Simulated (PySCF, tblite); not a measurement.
**C₆H₈N₂: infrared bands and NMR shifts**

What infrared bands and NMR shifts should C₆H₈N₂ (`CNc1ccncc1`) show?

The runs use tblite 0.8.0 and PySCF 2.14.0, with density-fitted response routines of our own; the level of theory stands in each step. All values are computed, except where a source is named. Atoms count from 0, in the outputs and in this text.

### 1 The starting structure

16 atoms, charge 0, multiplicity 1; geometry from: GFN2-xTB.

Bonds of the start (Å): C0–N1 1.44, N1–C2 1.36, C2–C3 1.40, C3–C4 1.38, C4–N5 1.33, N5–C6 1.32, C6–C7 1.38, C7–C2 1.40, C0–H8 1.09, C0–H9 1.09, C0–H10 1.10, N1–H11 1.01, C3–H12 1.08, C4–H13 1.08, C6–H14 1.08, C7–H15 1.08.

### 2 Harmonic vibrations with GFN2-xTB

What the job is given:

```
{"job": {"kind": "ir", "xc": "GFN2-xTB", "basis": "xTB"}, "charge": 0, "multiplicity": 1}
C      2.448090     0.214815    -0.022164
N      1.324303    -0.601563    -0.405367
C      0.027940    -0.261607    -0.146424
C     -0.993495    -1.205254    -0.325625
C     -2.300695    -0.830665    -0.101067
N     -2.667666     0.385721     0.276075
C     -1.705577     1.278688     0.442293
C     -0.361263     1.021664     0.254758
H      2.370721     1.196833    -0.490769
H      3.362705    -0.259011    -0.371686
H      2.513539     0.350213     1.064334
H      1.502986    -1.589017    -0.499579
H     -0.751492    -2.212296    -0.633445
H     -3.106872    -1.542717    -0.223527
H     -2.035900     2.262638     0.750739
H      0.365075     1.800504     0.420042
```

**Question.** This job is followed by: GIAO PBE0/pcSseg-1 NMR shielding, non-relativistic, gas phase. Predict these results of the whole session: strongest single infrared mode (GFN2-xTB); zero-point energy (GFN2-xTB); 13C shifts against TMS (PBE0/pcSseg-1, means over atoms taken as alike); 1H shifts against TMS (PBE0/pcSseg-1, means over atoms taken as alike); 15N shifts against NH3 (PBE0/pcSseg-1).

**Answer**, as computed:

| quantity | value |
| --- | --- |
| strongest single infrared mode (GFN2-xTB) | 1593 cm⁻¹, 405 km/mol |
| zero-point energy (GFN2-xTB) | 81.1 kcal/mol |
| 13C shifts against TMS (PBE0/pcSseg-1, means over atoms taken as alike) | 158.0, 156.0, 109.9, 30.8 ppm |
| 1H shifts against TMS (PBE0/pcSseg-1, means over atoms taken as alike) | 8.58, 6.36, 3.35, 2.98 ppm |
| 15N shifts against NH3 (PBE0/pcSseg-1) | 324.2, 80.8 ppm |

No mode is imaginary among the 42: a minimum at this level. The strongest single mode, at 1593 cm⁻¹, has its largest shares on C3, C4, C7 and C6 (the list is cut at 4 atoms). GFN2-xTB is a fitted tight-binding method: band positions and strengths are rough. Its intensities can rank the bands wrongly. At PBE0/pcSseg-1: Shielding is most anisotropic at N5 (span 640 ppm, paramagnetic term -389 ppm). NICS(1)zz of -24 ppm above the planar ring from C2 marks a diatropic (aromatic) ring current.
